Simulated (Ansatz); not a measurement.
# GaH6O3P: the cost of one run

The runs use Ansatz 0.2.0, Gaussian basis; functionals in def2-TZVPP, the program's frozen cores in correlated methods.

The runs, in order: LDA (SPW92), PBE-D4, revPBE-D4, BLYP-D4, r2SCAN-D4, B97M-V, PBE0-D4, B3LYP-D4, r2SCANh-D4, r2SCAN0-D4, HSE06-D4, BHLYP-D4, CAM-B3LYP-D4, LC-ωPBE, ωB97X-V, ωB97M-V, B2PLYP, PBE-QIDH; CCSD(T)/def2-SVP; CCSD(T)/def2-TZVPP; MP2/def2-QZVPP; extrapolation to the limit; RPA on PBE.

### Step 1. The relaxed structure

An earlier PBE0-D4 in a triple-zeta def2 set relaxation fixed the geometry.

SMILES `[OH][Ga-]([OH])([OH])[PH3+]`, 11 atoms, charge 0, spin multiplicity 1.

Atoms are counted from 1 here; the program's logs count them from 0.

Bond lengths: O1–Ga2 1.801 Å, O1–H6 0.959 Å, Ga2–O3 1.801 Å, Ga2–O4 1.801 Å, Ga2–P5 2.576 Å, O3–H7 0.959 Å, O4–H8 0.959 Å, P5–H9 1.409 Å, P5–H10 1.409 Å, P5–H11 1.409 Å. Angles: Ga2–O1–H6 112.3°, O1–Ga2–O3 118.2°, O1–Ga2–O4 118.2°, O1–Ga2–P5 97.8°, O3–Ga2–O4 118.2°, O3–Ga2–P5 97.9°, O4–Ga2–P5 97.8°, Ga2–O3–H7 112.3°, Ga2–O4–H8 112.3°, Ga2–P5–H9 118.9°, Ga2–P5–H10 119.0°, Ga2–P5–H11 118.8°, H9–P5–H10 98.6°, H9–P5–H11 98.6°, H10–P5–H11 98.6°.

### Step 2. LDA

This LDA is Slater exchange with PW92 correlation.

Contents of in.yaml:

```yaml
crystal:
  periodic: [false, false, false]
  atoms:
    - {symbol: O, position_ang: [-1.777244, 0.351677, 1.087567]}
    - {symbol: Ga, position_ang: [-0.221226, -0.481746, 0.728024]}
    - {symbol: O, position_ang: [1.211875, -0.084010, 1.744297]}
    - {symbol: O, position_ang: [-0.286195, -2.103383, -0.053736]}
    - {symbol: P, position_ang: [0.432600, 0.885778, -1.355224]}
    - {symbol: H, position_ang: [-1.725670, 0.896459, 1.875462]}
    - {symbol: H, position_ang: [1.801270, -0.833075, 1.852677]}
    - {symbol: H, position_ang: [-1.183691, -2.431308, -0.138640]}
    - {symbol: H, position_ang: [0.683725, 2.265413, -1.214217]}
    - {symbol: H, position_ang: [1.596465, 0.531641, -2.066798]}
    - {symbol: H, position_ang: [-0.466610, 0.945352, -2.438812]}
basis:
  gaussian: {orbitals: def2-TZVPP}
hamiltonian: {xc: lda}
output: {orbitals: {seedname: orbitals}}
```

On the command line:

```sh
> ansatz run in.yaml --threads 8 --pin off --events-out ev --progress --plain --max-ram 20889MiB
```

What time and memory should one allow on 8 threads of AMD EPYC, shared host?

About 5.5 s, with a peak of 0.39 GiB.
